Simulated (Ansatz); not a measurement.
Turn this script for Ansatz's Python interface into the input file that the command-line program reads.

`ch3clf2osi.py`:
```python
# -*- coding: utf-8 -*-
"""Single point of CH3ClF2OSi."""

import json

import ansatz

GEOMETRY = """
C    -0.11780   -1.40360    0.19770
O    -0.60160   -0.23150   -0.55150
Si    0.07690    1.23270   -0.21900
F    -0.08700    1.60000    1.32620
F     1.68520    1.11400   -0.48710
Cl   -0.73690    2.63590   -1.43540
H    -0.34140   -1.23760    1.26080
H    -0.69140   -2.21180   -0.17210
H     0.90240   -1.54440    0.06330
"""

system = ansatz.Crystal.molecule()
for line in GEOMETRY.strip().splitlines():
    symbol, *xyz = line.split()
    system = system.atom(symbol, [float(v) for v in xyz])

base = system.calculation()
base = base.basis(gaussian="6-31G*")
base = base.correlation("MP2")
r = base.session().plan(threads=1).execute().report

for key in ("converged", "free_energy_ev", "reference_energy_ev", "n_frozen", "n_occupied", "n_virtual"):
    print(f"{key:22s} {r[key]}")

print("correlation energy", round(r["free_energy_ev"] - r["reference_energy_ev"], 5), "eV")
cluster = r["correlation"].get("coupled_cluster")
if cluster:
    print("cycles", cluster["cycles"], " T1 diagnostic", round(cluster["t1_diagnostic"], 4), " largest double", round(cluster["largest_double"], 4))
with open("ch3clf2osi.json", "w") as handle:
    json.dump({k: r[k] for k in ("free_energy_ev", "reference_energy_ev", "n_occupied", "n_virtual")}, handle, indent=1)
```

`python ch3clf2osi.py` gives:
```text
converged              True
free_energy_ev         -28921.29774884247
reference_energy_ev    -28897.850671764867
n_frozen               14
n_occupied             [19, 19]
n_virtual              [71, 71]
correlation energy -23.44708 eV
```

`input.yaml`:
```yaml
crystal:
  periodic: [false, false, false]
  atoms:
    - { symbol: C, position_ang: [-0.1178, -1.4036, 0.1977] }
    - { symbol: O, position_ang: [-0.6016, -0.2315, -0.5515] }
    - { symbol: Si, position_ang: [0.0769, 1.2327, -0.219] }
    - { symbol: F, position_ang: [-0.087, 1.6, 1.3262] }
    - { symbol: F, position_ang: [1.6852, 1.114, -0.4871] }
    - { symbol: Cl, position_ang: [-0.7369, 2.6359, -1.4354] }
    - { symbol: H, position_ang: [-0.3414, -1.2376, 1.2608] }
    - { symbol: H, position_ang: [-0.6914, -2.2118, -0.1721] }
    - { symbol: H, position_ang: [0.9024, -1.5444, 0.0633] }
basis:
  gaussian: { orbitals: "6-31G*" }
correlation:
  method: mp2
```

Launched from the shell:
```console
$ ansatz run input.yaml --threads 1 --pin off --max-ram 4096MiB --backend cpu --events-out ev --progress --plain --runs-dir out
Engine: ansatz 0.2.0, aarch64-unknown-linux-gnu
Functional definition: HF
  exchange = exact_x
  correlation = 0
946 factors; integrals over basis functions are off by at most 8.9e-4 eV
mean field evaluation 1: about -28894.5991 eV, gradient 4.2e1 eV
mean field evaluation 2: about -28894.6237 eV, gradient 4.2e1 eV
mean field evaluation 4: about -28897.8282 eV, gradient 2.8e0 eV
mean field evaluation 8: about -28897.8507 eV, gradient 9.7e-5 eV
mean field -28897.85067176 eV, -1061.9764245207 hartree, gradient 2.2e-6 eV, S^2 0.000000; 0 other end points of the search recorded, 0 dependent functions left out
14 core orbitals not correlated: weight in the atoms' cores, before any rotation towards them, 1.000 or more for the frozen orbitals, at most 0.000 for the correlated occupied ones
reference -28897.85067176 eV, -1061.9764245207 hartree; 19, 19 occupied and 71, 71 virtual orbitals, 946 factors
second order -23.44707708 eV of doubles, -0.00000000 eV of singles
Total energy: -28921.29774884 eV, -1062.8380887103 hartree
```

What to keep in mind:
- The settings weren't tested for convergence.
- The geometry is a force-field or estimated start, not a minimum of this method, and the basis set is short of its limit.
- Inner cores stay frozen, so this is valence correlation.
- Hardware and time: 2.5 s on 1 thread of Arm Neoverse V1, with other jobs on the host, peak memory 0.25 GiB.

(A comment or docstring line of the script was reworded after the run, the code is as it ran; lines on the test bed's own set-up are left out of the output.)
